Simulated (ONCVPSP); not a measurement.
# An ONCV potential for oxygen, from input to tests

Do these settings give a usable potential? It is generated, then checked for transferability, scattering, ghosts and hardness.

Program: ONCVPSP 4.0.1.1 (patched build). Reference atom: PBEsol, scalar-relativistic, spherical and spin-unpolarised. All values are calculated.

**1. Starting point**

Typed settings, in words:

* element: oxygen (O, Z = 8)
* type: optimised norm-conserving Vanderbilt (ONCV)
* frozen core: [He]
* valence charge: 6
* reference configuration: 2s1.5 2p4.5
* partial waves: 2s: rc 0.85 bohr, ncon 4, nbas 7, qcut 8.3 1/bohr, 3 projectors, debl 0.3 Ha; 2p: rc 2.10 bohr, ncon 4, nbas 8, qcut 7.5 1/bohr, 2 projectors, debl 2.8 Ha; d scattering state at 0.06 Ha: rc 2.15 bohr, ncon 4, nbas 9, qcut 4.6 1/bohr, 2 projectors, debl 3.2 Ha
* local potential: polynomial inside 0.65 bohr (lpopt 1, dvloc0 4 Ha)
* core correction: Teter function fitted to the true core (icmod 2), fcfact 0.35

The nodes and maxima of the atom's own shells, from an earlier all-electron run, set the scale for the radii.

All-electron outer shells of the reference configuration (PBEsol, scalar-relativistic, ld1.x):

```json
{"shell": "1s", "level (eV)": "-513.12", "outermost node (bohr)": "–", "outermost maximum (bohr)": "0.13"}
{"shell": "2s", "level (eV)": "-24.05", "outermost node (bohr)": "0.28", "outermost maximum (bohr)": "0.87"}
{"shell": "2p", "level (eV)": "-9.19", "outermost node (bohr)": "–", "outermost maximum (bohr)": "0.82"}
```

**2. Generating the potential**

Contents of O.dat:

```
# ATOM AND REFERENCE CONFIGURATION
# atsym  z   nc   nv     iexc    psfile
  O 8.00    1    2  -116133      upf
#
#   n    l    f
    1    0    2.00
    2    0    1.50
    2    1    4.50
#
# PSEUDOPOTENTIAL AND OPTIMIZATION
# lmax
    2
#
#   l,   rc,      ep,       ncon, nbas, qcut
    0    0.85    0.00    4    7    8.30
    1    2.10    0.00    4    8    7.50
    2    2.15    0.06    4    9    4.60
#
# LOCAL POTENTIAL
# lloc, lpopt,  rc(5),   dvloc0
    4    1    0.65    4.00
#
# VANDERBILT-KLEINMAN-BYLANDER PROJECTORs
# l, nproj, debl
    0    3    0.30
    1    2    2.80
    2    2    3.20
#
# MODEL CORE CHARGE
# icmod, fcfact, rcfact
    2    0.35    0.70
#
# LOG DERIVATIVE ANALYSIS
# epsh1, epsh2, depsh
   -2.00    5.00    0.02
#
# OUTPUT GRID
# rlmax, drl
    6.00    0.01
#
# TEST CONFIGURATIONS
# ncnf
    4
# nvcnf
#   n    l    f
    2
    2    0    2.00
    2    1    4.00
#
    2
    2    0    2.00
    2    1    3.00
#
    2
    2    0    2.00
    2    1    2.00
#
    2
    2    0    1.00
    2    1    4.00
#
```

Run with:

```
$ oncvpsp.x < O.dat > O.out
```

**Question.** What will these runs give? Wanted: cutoffs for 1 and 0.1 mHa per electron, occupied waves; bound ghosts; GHOST(+) flags; largest test error; largest phase difference near zero energy, channels read; rms error of d²Exc/dn², without and with the model core; projector energies reset by the program.

The runs gave:

| quantity | value |
| --- | --- |
| cutoffs for 1 and 0.1 mHa per electron, occupied waves | 44 Ha and 146 Ha |
| bound ghosts | s at -413.13 eV, d at -828.06 eV |
| GHOST(+) flags | none at low energy |
| largest test error (AE − PS) | +1029 meV, for 2s2 2p2 |
| largest phase difference near zero energy, channels read | 0.001 rad |
| rms error of d²Exc/dn², without and with the model core | 0.98 and 1.04 mHa |
| projector energies reset by the program | s: -0.884, 0.250, 0.550 Ha |

In words: A bound ghost (s, d) makes it unfit for use: electrons can fall into a state that the atom doesn't have. By total energies transferability is poor: the largest error is 1029 meV on 42.4 eV, for 2s2 2p2. It counts as hard, with 44 Ha needed at the looser tolerance. The tighter tolerance needs 146 Ha, and converged work needs a cutoff nearer that. At the looser tolerance the 2s wave is the slowest; 2p needs 18 Ha. Near zero energy the phases of the channels with partial waves agree within 0.001 rad. All of this concerns the isolated atom, not yet a solid.
